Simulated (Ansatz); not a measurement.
# CH2F2Si: functionals against CCSD(T) at one geometry

An exercise on one series of results from a longer session: the logs are not shown, and one member is left open.

The runs use Ansatz 0.2.0, Gaussian basis; single points in def2-TZVPP.

Correlated methods freeze the cores. B3LYP uses VWN-RPA correlation.

## The starting structure

SMILES `C=[Si](F)F`, 6 atoms, charge 0, spin multiplicity 1.

Atoms are counted from 1 here; the program's logs count them from 0.

Bond lengths: C1–Si2 1.776 Å, C1–H5 1.048 Å, C1–H6 0.987 Å, Si2–F3 1.580 Å, Si2–F4 1.653 Å. Angles: Si2–C1–H5 114.1°, Si2–C1–H6 119.5°, H5–C1–H6 126.3°, C1–Si2–F3 130.2°, C1–Si2–F4 130.9°, F3–Si2–F4 98.9°.

As a file:

```xyz
6
CH2F2Si
C    -0.3498    1.0110   -0.0706
Si    0.2261   -0.6667    0.0263
F     1.2193   -1.3459    1.0509
F    -0.1214   -1.9855   -0.9069
H    -0.0221    1.6212    0.7157
H    -0.9715    1.2702   -0.7917
```

The first run:

Input file run/in.yaml:

```yaml
crystal:
  periodic: [false, false, false]
  atoms:
    - {symbol: C, position_ang: [-0.349800, 1.011000, -0.070600]}
    - {symbol: Si, position_ang: [0.226100, -0.666700, 0.026300]}
    - {symbol: F, position_ang: [1.219300, -1.345900, 1.050900]}
    - {symbol: F, position_ang: [-0.121400, -1.985500, -0.906900]}
    - {symbol: H, position_ang: [-0.022100, 1.621200, 0.715700]}
    - {symbol: H, position_ang: [-0.971500, 1.270200, -0.791700]}
basis:
  gaussian: {orbitals: def2-TZVPP}
correlation: {method: ccsd_t}
output: {forces: true}
```

The command line of these runs was not kept.

Steps of the session up to this table: CCSD(T)/def2-TZVPP; PBE0-D4/def2-TZVPP; wB97M-V/def2-TZVPP; r2SCAN-D4/def2-TZVPP; PBE-D4/def2-TZVPP; B3LYP-D4/def2-TZVPP; BHLYP-D4/def2-TZVPP.

One of the session's tables, all rows but one given; the rest of the session is left out.

```
   method  RMS force component (eV/Å)  angle to CCSD(T) forces (°)  dipole (D)
  CCSD(T)                       1.930                    reference        0.69
  PBE0-D4                       1.992                          2.8        0.64
  wB97M-V                       1.982                          5.1        0.51
r2SCAN-D4                       1.955                          2.7        0.62
   PBE-D4                           ?                            ?           ?
 B3LYP-D4                       1.923                          4.0        0.67
 BHLYP-D4                       2.006                          7.0        0.67
```

**Question.** Estimate the row for PBE-D4.

The run gave: RMS force component (eV/Å): 1.938; angle to CCSD(T) forces (°): 9.1; dipole (D): 0.63. In the column «RMS force component (eV/Å)» it lies between CCSD(T) (1.930) and r2SCAN-D4 (1.955).
